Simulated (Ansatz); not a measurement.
**BH5NPS: a ladder of functionals and wavefunction methods**

Aim: compute BH5NPS with functionals from several rungs and with coupled cluster, and see how far each lands from CCSD(T) at the basis-set limit for the atomisation energy.

Method: functionals in def2-TZVPP, the program's frozen cores in correlated methods; program: Ansatz 0.2.0, Gaussian basis.

Levels to be run: LDA (SPW92), PBE-D4, revPBE-D4, BLYP-D4, r2SCAN-D4, B97M-V, PBE0-D4, B3LYP-D4, r2SCANh-D4, r2SCAN0-D4, HSE06-D4, BHLYP-D4, CAM-B3LYP-D4, LC-ωPBE, ωB97X-V, ωB97M-V, B2PLYP, PBE-QIDH; CCSD(T)/def2-SVP; CCSD(T)/def2-TZVPP; MP2/def2-QZVPP; extrapolation to the limit; RPA on PBE.

## (1) The relaxed structure

All runs share one geometry, relaxed beforehand with PBE0-D4 in a triple-zeta def2 set.

SMILES `NBPS`, 9 atoms, charge 0, spin multiplicity 1.

Atoms are counted from 1 here; the program's logs count them from 0.

Bond lengths: N1–B2 1.383 Å, N1–H5 1.007 Å, N1–H6 1.007 Å, B2–P3 1.949 Å, B2–H7 1.196 Å, P3–S4 2.131 Å, P3–H8 1.420 Å, S4–H9 1.342 Å. Angles: B2–N1–H5 123.2°, B2–N1–H6 123.0°, H5–N1–H6 113.8°, N1–B2–P3 117.8°, N1–B2–H7 119.3°, P3–B2–H7 122.9°, B2–P3–S4 94.1°, B2–P3–H8 97.8°, S4–P3–H8 97.2°, P3–S4–H9 95.3°.

## (2) LDA

This LDA is Slater exchange with PW92 correlation.

in.yaml

```yaml
crystal:
  periodic: [false, false, false]
  atoms:
    - {symbol: N, position_ang: [0.614140, 1.314730, -0.950293]}
    - {symbol: B, position_ang: [0.768722, 0.115122, -0.279789]}
    - {symbol: P, position_ang: [-0.763335, -1.086519, -0.204418]}
    - {symbol: S, position_ang: [-1.030977, -0.857910, 1.897051]}
    - {symbol: H, position_ang: [-0.234637, 1.576098, -1.425609]}
    - {symbol: H, position_ang: [1.331105, 2.020667, -0.982246]}
    - {symbol: H, position_ang: [1.811131, -0.126262, 0.255181]}
    - {symbol: H, position_ang: [-0.046260, -2.311074, -0.161485]}
    - {symbol: H, position_ang: [-2.361389, -0.691049, 1.834607]}
basis:
  gaussian: {orbitals: def2-TZVPP}
hamiltonian: {xc: lda}
output: {orbitals: {seedname: orbitals}}
```

Run with:

```sh
> ansatz run in.yaml --threads 2 --pin off --events-out ev --progress --plain --max-ram 4352MiB
```

After this run come: PBE-D4 (GGA); revPBE-D4 (GGA); BLYP-D4 (GGA); r2SCAN-D4 (meta-GGA); B97M-V (meta-GGA); PBE0-D4 (hybrid); B3LYP-D4 (hybrid); r2SCANh-D4 (hybrid); r2SCAN0-D4 (hybrid); HSE06-D4 (hybrid); BHLYP-D4 (hybrid); CAM-B3LYP-D4 (range-separated); LC-ωPBE (range-separated); ωB97X-V (range-separated); ωB97M-V (range-separated); B2PLYP (double hybrid); PBE-QIDH (double hybrid); CCSD(T) in def2-SVP; CCSD(T) in def2-TZVPP; MP2 in def2-QZVPP; RPA on PBE orbitals.

**Question.** What will the summary of the whole plan be? Wanted: atomisation energy, CCSD(T)/CBS; farthest beyond LDA; mean size of error, GGA; mean size of error, meta-GGA; mean size of error, hybrid; mean size of error, range-separated; mean size of error, double hybrid; gap, smallest and largest; T1 diagnostic.

The runs gave:

| quantity | value |
| --- | --- |
| atomisation energy, CCSD(T)/CBS | 30.337 eV |
| functionals within 0.152 eV (0.5 %) | revPBE-D4, r2SCANh-D4 |
| farthest beyond LDA | PBE-D4 (+0.868 eV) |
| mean size of error, GGA | 0.468 eV |
| mean size of error, meta-GGA | 0.366 eV |
| mean size of error, hybrid | 0.294 eV |
| mean size of error, range-separated | 0.385 eV |
| mean size of error, double hybrid | 0.226 eV |
| gap, smallest and largest | 3.82 eV (LDA (SPW92)), 10.89 eV (LC-ωPBE) |
| T1 diagnostic | 0.0136 |
| triples share of the correlation energy | 4.3 % |

What this shows: LDA overbinds by 4.816 eV (16 %). PBE-D4 is off by +0.868 eV. Double hybrids carry the basis error of their MP2 part in triple zeta, and no dispersion term here, so their miss is partly the set-up's. By mean error the best rung here is double hybrid (0.226 eV) and the worst beyond LDA is GGA (0.468 eV). The gap between the best rungs is small, so their order is not settled. Misses under about 0.152 eV are within the doubt on the reference itself, which lacks core-valence correlation, relativity and higher excitations. Hartree-Fock recovers 70 % of the binding; the rest is correlation. CCSD(T) in def2-SVP is off by -2.425 eV, more than most functionals: a good method in a small basis is no reference. The gap grows from 3.8 to 10.9 eV across the functionals, mostly with the share of exact exchange.
